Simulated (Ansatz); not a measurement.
# HfN, space group F-43m: relaxations under a series of pressures

With Ansatz 0.2.0 through its Python package.

The cells in order, each with its output:

```python
import ansatz as az
import numpy as np
import pandas as pd

def edges_and_angles(cell):
    cell = np.asarray(cell)
    a, b, c = np.linalg.norm(cell, axis=1)
    cosines = cell[1] @ cell[2] / (b * c), cell[0] @ cell[2] / (a * c), cell[0] @ cell[1] / (a * b)
    return (a, b, c, *np.degrees(np.arccos(cosines)))
```

```python
xtal = (
    az.Lattice.fcc(4.909644)
    .space_group(216)
    .atom("Hf", [0.0, 0.0, 0.0])
    .atom("N", [0.25, 0.25, 0.25])
    .primitive()
)
```

```python
calculation = (
    xtal.calculation()
    .occupations(az.OccupationsMethod.FERMI_DIRAC, width=0.15)
    .kpoints(11, 11, 11, center="gamma")
    .functional("r2scan")
)

# H = F + PV, with 1 GPa A^3 = 1/160.21766 eV
rows = []
for pressure in [0, 2, 4, 6, 8]:
    result = calculation.relax(cell=True, pressure=pressure).run(threads=1, backend="cpu")
    cell = result.lattice.cell_ang
    n_atoms = len(result.lattice.sites)
    volume = abs(np.linalg.det(cell)) / n_atoms
    enthalpy = result.report["free_energy_ev"] / n_atoms + pressure * volume / 160.21766
    rows.append((pressure, volume, enthalpy, *edges_and_angles(cell)))
    print(f"{pressure} GPa done: {volume:.4f} A^3/atom")
```

    DeckWarning: basis.ecutwfc = 500 eV, auto-derived from the records' recommended cutoffs: set by Hf (their level for a meta-GGA)
    0 GPa done: 14.6430 A^3/atom
    2 GPa done: 14.5044 A^3/atom
    4 GPa done: 14.3669 A^3/atom
    6 GPa done: 14.2385 A^3/atom
    8 GPa done: 14.1155 A^3/atom

```python
table = pd.DataFrame(rows, columns=["P_GPa", "V_A3_atom", "H_eV_atom", "a", "b", "c", "alpha", "beta", "gamma"])
print(table.round(4).to_string(index=False))
p, v = np.array([row[0] for row in rows], float), np.array([row[1] for row in rows])
print("mean bulk modulus between rows (GPa):", np.round(-np.diff(p) / np.diff(np.log(v)), 1))
```

     P_GPa  V_A3_atom  H_eV_atom      a      b      c  alpha  beta  gamma
         0    14.6430 -8060.5848 3.4599 3.4599 3.4599   60.0  60.0   60.0
         2    14.5044 -8060.4029 3.4489 3.4489 3.4489   60.0  60.0   60.0
         4    14.3669 -8060.2227 3.4380 3.4380 3.4380   60.0  60.0   60.0
         6    14.2385 -8060.0442 3.4277 3.4277 3.4277   60.0  60.0   60.0
         8    14.1155 -8059.8672 3.4178 3.4178 3.4178   60.0  60.0   60.0
    mean bulk modulus between rows (GPa): [210.3 210.  222.7 230.6]

The volume falls from 14.64 Å³ an atom at 0 GPa to 14.12 at 8 GPa, by 3.6 %. Between 0 and 2 GPa, -V dP/dV is about 210 GPa, a mean over that step.

Absolute energies stand on the zero of these potentials, so only differences at equal settings mean something. The run is spin-unpolarised. At a fixed pressure a relaxation lowers the enthalpy F + PV, while F alone can rise. For a metal this k-point mesh is coarse: on a finer one energies can move by several to tens of meV an atom and pressures by half a GPa or more, differences at one mesh by less. A Fermi-Dirac width this large means warm electrons, whose thermal share enters the free energy. Edges and angles are those of the cell as typed, here a primitive one, not of the conventional cell. Spin-orbit coupling, which matters for elements this heavy, is left out. This cell is a computed structure, which may not be the phase found in nature. Warnings are shown shortened and without file and line. Symmetry holds the cell in this phase, whether or not it is the stable one at each pressure. Run time: 2.5 min on 1 thread of Arm Neoverse V2, with other jobs on the host, peak memory 0.56 GiB.
